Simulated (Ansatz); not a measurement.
# CH4N2OSi: small, medium and large basis sets

How large a basis does CH4N2OSi need? Two functionals are run in growing sets.

Program: Ansatz 0.2.0, Gaussian basis. Level of theory: one geometry, several basis sets. These are calculated values, not measurements.

Plan: PBE0-D4/def2-SVP; ωB97M-V/def2-SVP; PBE0-D4/def2-QZVPP; ωB97M-V/def2-QZVPP; the functionals' def2-TZVPP values are taken from earlier runs.

## 1. Structure used throughout

All runs share one geometry, relaxed beforehand with PBE0-D4 in a triple-zeta def2 set.

SMILES `N=C1O[SiH]1N`, 9 atoms, charge 0, spin multiplicity 1.

Atoms are counted from 1 here; the program's logs count them from 0.

Bond lengths: N1–C2 1.245 Å, N1–H6 1.023 Å, C2–O3 1.416 Å, C2–Si4 1.788 Å, O3–Si4 1.688 Å, Si4–N5 1.679 Å, Si4–H7 1.474 Å, N5–H8 1.005 Å, N5–H9 1.006 Å. Angles: C2–N1–H6 111.3°, N1–C2–O3 131.1°, N1–C2–Si4 166.5°, O3–C2–Si4 62.3°, C2–O3–Si4 69.7°, C2–Si4–O3 48.0°, C2–Si4–N5 125.2°, C2–Si4–H7 124.4°, O3–Si4–N5 120.7°, O3–Si4–H7 116.7°, N5–Si4–H7 108.3°, Si4–N5–H8 122.5°, Si4–N5–H9 124.1°, H8–N5–H9 113.4°.

## 2. PBE0-D4 in def2-SVP

in.yaml reads:

```yaml
crystal:
  periodic: [false, false, false]
  atoms:
    - {symbol: N, position_ang: [0.610874, 2.283914, 0.755788]}
    - {symbol: C, position_ang: [0.560041, 1.095557, 0.386411]}
    - {symbol: O, position_ang: [0.935138, -0.100734, 1.044567]}
    - {symbol: Si, position_ang: [0.289754, -0.446908, -0.476037]}
    - {symbol: N, position_ang: [-1.189198, -1.228363, -0.621830]}
    - {symbol: H, position_ang: [1.004714, 2.364818, 1.696262]}
    - {symbol: H, position_ang: [1.213350, -1.015971, -1.474573]}
    - {symbol: H, position_ang: [-1.324261, -2.018822, -1.228152]}
    - {symbol: H, position_ang: [-2.012012, -0.979690, -0.099535]}
basis:
  gaussian: {orbitals: def2-SVP}
hamiltonian: {xc: pbe0, dispersion: d4}
output: {orbitals: {seedname: orbitals}}
```

On the command line:

```
$ ansatz run in.yaml --threads 2 --pin off --events-out ev --progress --plain --max-ram 4352MiB
```

After this run come: ωB97M-V in def2-SVP; PBE0-D4 in def2-QZVPP; ωB97M-V in def2-QZVPP.

Q: Predict the results of all the runs planned. Wanted: PBE0-D4: double and triple zeta above quadruple; ωB97M-V: double and triple zeta above quadruple.

As calculated:

```
                                       quantity           value
PBE0-D4: double and triple zeta above quadruple  10.96, 0.63 eV
ωB97M-V: double and triple zeta above quadruple  11.14, 0.59 eV
```

For PBE0-D4 the step from double to triple zeta gains 10.33 eV and the next only 0.63 eV. Total energies overstate the basis error of differences, where much of it tends to cancel. The LUMO of ωB97M-V is positive and keeps falling with the basis (2.31 to 1.23 eV): an unbound level that the basis holds in place.
